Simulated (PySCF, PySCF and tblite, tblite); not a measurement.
# GaH2(NH2) (GaNH4): a path driven as rotation about a bond, and NMR exchange

Aim: the barrier and rate of rotation about a bond in GaH2(NH2) (GaNH4) (`[H][Ga]([H])[NH2]`), and what it does to NMR lines.

Computed with tblite 0.8.0 (tight binding) and PySCF 2.14.0 (DFT, with response routines of our own); each step states its level. Atoms count from 0 throughout.

## (1) The molecule as given

6 atoms, charge 0, multiplicity 1; geometry from: force field or distance geometry start.

Bonds of the start (Å): Ga0–H1 1.53, Ga0–H2 1.55, Ga0–N3 1.80, N3–H4 1.01, N3–H5 1.02.

## (2) GFN2-xTB relaxation, start minimum

What the job is given:

```
{"job": {"xc": "GFN2-xTB", "basis": "xTB", "kind": "relax"}, "charge": 0, "multiplicity": 1}
Ga     0.432200     0.730400     0.005000
H      1.884700     0.758400     0.490000
H     -0.282600     2.014500    -0.472600
N     -0.479400    -0.818500    -0.011600
H     -1.437300    -0.953000    -0.302400
H     -0.114300    -1.729800     0.270000
```

Launch:

```console
OMP_NUM_THREADS=1 python ens_run.py task.json out
```

This one command runs the whole study; its stages follow in the order run.

Log:

```text
step      E/eV     max force
  0    -166.96088    0.419
  1    -166.96319    0.124
  2    -166.96375    0.082
  3    -166.96426    0.043
  4    -166.96432    0.033
  5    -166.96438    0.013
  6    -166.96439    0.010
  7    -166.96440    0.012
  8    -166.96441    0.016
  9    -166.96442    0.013
 10    -166.96443    0.007
 11    -166.96443    0.007
 12    -166.96443    0.005
 13    -166.96444    0.006
 14    -166.96444    0.004
 15    -166.96444    0.003
```

Run time: 0.1 s. Hardware: 1 thread of Arm Neoverse N1, shared host.

Gain 0.004 eV; displacement 0.01 Å root mean square.

## (3) Relaxed scan, rotation

What the job is given:

```
{"job": {"xc": "GFN2-xTB", "basis": "xTB", "coordinate": [["t", [1, 0, 3, 4], 0.25], ["t", [1, 0, 3, 5], 0.25], ["t", [2, 0, 3, 4], 0.25], ["t", [2, 0, 3, 5], 0.25]], "kind": "drive"}, "charge": 0, "multiplicity": 1}
Ga     0.425558     0.733088     0.003519
H      1.893116     0.751070     0.493033
H     -0.288906     2.019193    -0.475156
N     -0.476915    -0.825668    -0.010465
H     -1.439254    -0.948122    -0.304885
H     -0.110477    -1.727571     0.272379
```

Log:

```text
point  coordinate     E/eV
  0    104.400     -166.95671
  1    119.300     -166.93517
  2    134.300     -166.90627
  3    149.300     -166.87766
  4    164.400     -166.85740
  5    179.500     -166.84967
  6    194.700     -166.85692
  7    209.800     -166.87656
  8    224.800     -166.90429
  9    239.800     -166.93289
 10    254.700     -166.95548
 11    269.600     -166.96407
```

It took 0.56 s on 1 thread of Arm Neoverse N1, shared host.

The highest point is number 5, 2.5 kcal/mol above the first.

## (4) Nudged elastic band, leg 1

What the job is given:

```
{"job": {"xc": "GFN2-xTB", "basis": "xTB", "kind": "neb"}, "charge": 0, "multiplicity": 1}
Ga     0.425558     0.733088     0.003519
H      1.893116     0.751070     0.493033
H     -0.288906     2.019193    -0.475156
N     -0.476915    -0.825668    -0.010465
H     -1.439254    -0.948122    -0.304885
H     -0.110477    -1.727571     0.272379
```

Log:

```text
image   E - E0 / eV
  0       0.0000
  1       0.0352
  2       0.0924
  3       0.1149
  4       0.0813
  5       0.0254
  6      -0.0000
```

Run time: 0.45 s. Hardware: 1 thread of Arm Neoverse N1, shared host.

The highest point is number 3, 2.6 kcal/mol above the first.

## (5) Saddle search, leg 1

What the job is given:

```
{"job": {"xc": "GFN2-xTB", "basis": "xTB", "kind": "saddle"}, "charge": 0, "multiplicity": 1}
Ga     0.421713     0.723046     0.008124
H      1.975208     0.754407    -0.079075
H     -0.332750     2.082020     0.107788
N     -0.504747    -0.837529    -0.008288
H     -0.790412    -1.346760    -0.835822
H     -0.769011    -1.375184     0.807273
```

Log:

```text
step      E/eV     max force
  0    -166.84958   0.0613
  1    -166.85015   0.0647
  2    -166.85121   0.0758
  3    -166.85251   0.4238
  4    -166.85332   0.0802
  5    -166.85484   0.1888
  6    -166.85409   0.0596
  7    -166.85523   0.0647
  8    -166.85662   0.0992
  9    -166.85692   0.1264
 10    -166.85676   0.0551
 11    -166.85653   0.0340
 12    -166.85655   0.0068
 13    -166.85655   0.0020
lowest wavenumbers (cm-1): -208.0 316.1 411.1 411.8 528.6 593.6
```

Run time: 0.76 s. Hardware: 1 thread of Arm Neoverse N1, shared host.

Point group Cs; 1 imaginary mode, 208i cm⁻¹, carried by H5, H4, H1, H2. Steps downhill from it reached both ends.

## (6) Shieldings, start: PBE0/pcSseg-1

What the job is given:

```
{"job": {"kind": "nmr", "xc": "PBE0", "basis": "pcSseg-1", "pop": false}, "charge": 0, "multiplicity": 1}
Ga     0.425558     0.733088     0.003519
H      1.893116     0.751070     0.493033
H     -0.288906     2.019193    -0.475156
N     -0.476915    -0.825668    -0.010465
H     -1.439254    -0.948122    -0.304885
H     -0.110477    -1.727571     0.272379
```

Log:

```text
coarse grid: 22424 points
cycle   1  E = -1981.3888089879  dE = -5.665e-01  |g| = 1.013e+00  |ddm| = 2.228e+00
cycle   2  E = -1981.2343760228  dE =  1.544e-01  |g| = 1.341e+00  |ddm| = 1.053e+00
cycle   3  E = -1981.4732116957  dE = -2.388e-01  |g| = 2.071e-01  |ddm| = 7.898e-01
cycle   4  E = -1981.4828502294  dE = -9.639e-03  |g| = 6.254e-02  |ddm| = 1.544e-01
cycle   5  E = -1981.4833600215  dE = -5.098e-04  |g| = 7.133e-03  |ddm| = 3.619e-02
cycle   6  E = -1981.4833703108  dE = -1.029e-05  |g| = 7.791e-04  |ddm| = 7.340e-03
cycle   7  E = -1981.4833704502  dE = -1.394e-07  |g| = 9.210e-05  |ddm| = 8.357e-04
final grid: 45776 points
cycle   8  E = -1981.4833793574  dE = -6.161e-09  |g| = 9.815e-05  |ddm| = 3.416e-04
cycle   9  E = -1981.4833793540  dE =  3.420e-09  |g| = 1.638e-04  |ddm| = 1.781e-04
cycle  10  E = -1981.4833793600  dE = -5.992e-09  |g| = 8.779e-06  |ddm| = 9.959e-05
cycle  11  E = -1981.4833793600  dE = -1.182e-11  |g| = 5.944e-06  |ddm| = 1.179e-05
converged SCF energy = -1981.4833793600

GIAO shielding tensors (ppm)
atom      isotropic    diamagn.    paramagn.     s11        s22        s33       span
  0 Ga    1298.577    2639.135   -1340.559   1246.154   1311.571   1338.005     91.852
  1 H       26.342      28.126      -1.784     20.615     21.437     36.974     16.360
  2 H       26.346      28.132      -1.787     20.626     21.434     36.976     16.349
  3 N      193.027     318.944    -125.917    107.503    231.203    240.375    132.872
  4 H       28.740      30.971      -2.231     23.055     24.430     38.733     15.678
  5 H       28.737      30.966      -2.229     23.064     24.403     38.743     15.679
```

Run time: 4.3 s. Hardware: 1 thread of Arm Neoverse N1, shared host; peak memory 0.33 GiB.

In short: HOMO -7.45 eV, LUMO -0.64 eV; dipole 1.34 D.

## (7) Shieldings, saddle of leg 1: PBE0/pcSseg-1

What the job is given:

```
{"job": {"kind": "nmr", "xc": "PBE0", "basis": "pcSseg-1", "pop": false}, "charge": 0, "multiplicity": 1}
Ga     0.411616     0.719965     0.007506
H      1.978095     0.735165    -0.061535
H     -0.319243     2.089114     0.088925
N     -0.634028    -0.781587     0.000342
H     -0.754902    -1.351889    -0.830512
H     -0.681538    -1.410769     0.795274
```

Log:

```text
coarse grid: 22424 points
cycle   1  E = -1981.3603265320  dE = -5.659e-01  |g| = 1.026e+00  |ddm| = 2.241e+00
cycle   2  E = -1981.2577070779  dE =  1.026e-01  |g| = 1.274e+00  |ddm| = 1.283e+00
cycle   3  E = -1981.4570576536  dE = -1.994e-01  |g| = 1.234e-01  |ddm| = 9.129e-01
cycle   4  E = -1981.4599698693  dE = -2.912e-03  |g| = 5.875e-02  |ddm| = 1.428e-01
cycle   5  E = -1981.4604986560  dE = -5.288e-04  |g| = 3.265e-03  |ddm| = 4.266e-02
cycle   6  E = -1981.4605011646  dE = -2.509e-06  |g| = 4.878e-04  |ddm| = 3.783e-03
final grid: 45776 points
cycle   7  E = -1981.4605167337  dE = -4.058e-08  |g| = 2.699e-04  |ddm| = 8.167e-04
cycle   8  E = -1981.4605167325  dE =  1.160e-09  |g| = 3.086e-04  |ddm| = 4.947e-04
cycle   9  E = -1981.4605167512  dE = -1.872e-08  |g| = 6.761e-05  |ddm| = 2.643e-04
cycle  10  E = -1981.4605167520  dE = -7.567e-10  |g| = 3.592e-06  |ddm| = 5.559e-05
converged SCF energy = -1981.4605167520

GIAO shielding tensors (ppm)
atom      isotropic    diamagn.    paramagn.     s11        s22        s33       span
  0 Ga    1155.770    2637.571   -1481.801   1007.819   1208.913   1250.578    242.759
  1 H       24.994      27.321      -2.327     19.671     20.134     35.177     15.506
  2 H       25.385      27.542      -2.157     20.203     20.207     35.745     15.543
  3 N      266.085     318.379     -52.294    199.839    256.162    342.255    142.416
  4 H       32.109      30.774       1.335     24.355     26.964     45.006     20.651
  5 H       32.109      30.777       1.333     24.356     26.966     45.007     20.652
```

Wall time 3.9 s (1 thread of Arm Neoverse N1, shared host); peak memory 0.34 GiB.

Key values: HOMO -6.56 eV, LUMO -1.46 eV; dipole 1.24 D.

## (8) Barriers, rates and exchange

What the job is given:

```
{"job": {"charge": 0, "mult": 1, "kind": "path", "smiles": "[H][Ga]([H])[NH2]", "motion": "rotation", "what": "turn of a flat ligand about its bond to the metal", "atoms": [0, 3], "drives": [{"terms": [["t", [1, 0, 3, 4], 0.25], ["t", [1, 0, 3, 5], 0.25], ["t", [2, 0, 3, 4], 0.25], ["t", [2, 0, 3, 5], 0.25]], "by": 180, "n": 12}], "study": "path", "level": {"kind": "nmr", "xc": "PBE0", "basis": "pcSseg-1"}, "fields": [60, 700, 800], "first": 3, "seed": 997}, "charge": 0, "multiplicity": 1}
Ga     0.425558     0.733088     0.003519
H      1.893116     0.751070     0.493033
H     -0.288906     2.019193    -0.475156
N     -0.476915    -0.825668    -0.010465
H     -1.439254    -0.948122    -0.304885
H     -0.110477    -1.727571     0.272379
```

Log:

```text
stationary points (kcal/mol above the start)
  n  kind          group   xTB      DFT    lowest mode
  0  minimum      C2v      0.00     0.00     260.6
  1  saddle       Cs       2.49    14.36    -208.0
  2  minimum      C2v     -0.00     0.00     259.6

GFN2-xTB energies: T/K, barrier G, reaction G (kcal/mol), k forward, k back (1/s)
 150.00     2.07    -0.00    1.2e+10   1.19e+10
 200.00     2.13    -0.00   7.87e+10   7.79e+10
 250.00     2.21    -0.00   2.45e+11   2.43e+11
 298.15     2.30    -0.00   5.11e+11   5.07e+11
 350.00     2.42    -0.01   9.03e+11   8.96e+11
 400.00     2.54    -0.01   1.36e+12   1.35e+12
 500.00     2.83    -0.01   2.42e+12   2.41e+12

PBE0/pcSseg-1 + D3(BJ) energies: T/K, barrier G, reaction G (kcal/mol), k forward, k back (1/s)
 150.00    13.94    -0.00   6.14e-08   6.07e-08
 200.00    14.00    -0.00    0.00846    0.00838
 250.00    14.08    -0.00       10.3       10.3
 298.15    14.17    -0.00   1.02e+03   1.01e+03
 350.00    14.28    -0.00   3.51e+04   3.49e+04
 400.00    14.41    -0.01   4.46e+05   4.43e+05
 500.00    14.70    -0.01   1.57e+07   1.56e+07
```

Run time: 11 s. Hardware: 1 thread of Arm Neoverse N1, shared host; peak memory 0.34 GiB. This counts the whole study up to here.

Barriers by level (kcal/mol; entropies in cal/(mol K)). Zero-point and thermal terms come from xTB in every row. ΔG‡ leaves symmetry out; the rate counts equivalent paths (a factor of 4); effective ΔG‡, where given, is the barrier that would give that rate by Eyring's equation alone:

```csv
level,ΔE‡,with zero-point,ΔH‡,ΔS‡,ΔG‡ (298 K),ΔE of reaction,k at 298 K (1/s),effective ΔG‡
GFN2-xTB,2.49,2.03,1.67,-2.1,2.30,0.00,5.1e+11,1.48
PBE0/pcSseg-1 + D3(BJ),14.36,13.90,13.54,-2.1,14.17,0.00,1e+03,13.35
```

## (9) What came out

| quantity | value |
| --- | --- |
| barrier (PBE0/pcSseg-1 + D3(BJ)) | ΔE‡ 14.4, ΔG‡(298 K) 14.2 kcal/mol |
| barrier (GFN2-xTB) | ΔE‡ 2.5 kcal/mol |
| rate at 298 K | 1e+03 s⁻¹ |
| end of the path | the start, renumbered or mirrored |

**Reading.** The barrier is 14.4 kcal/mol at the DFT level (xTB: 2.5); with thermal terms and the count of paths the DFT value gives a rate of 1e+03 s⁻¹ at 298 K. An error of 1.4 kcal/mol changes that rate tenfold. No two sites that the motion interchanges differ enough in shielding to show exchange.
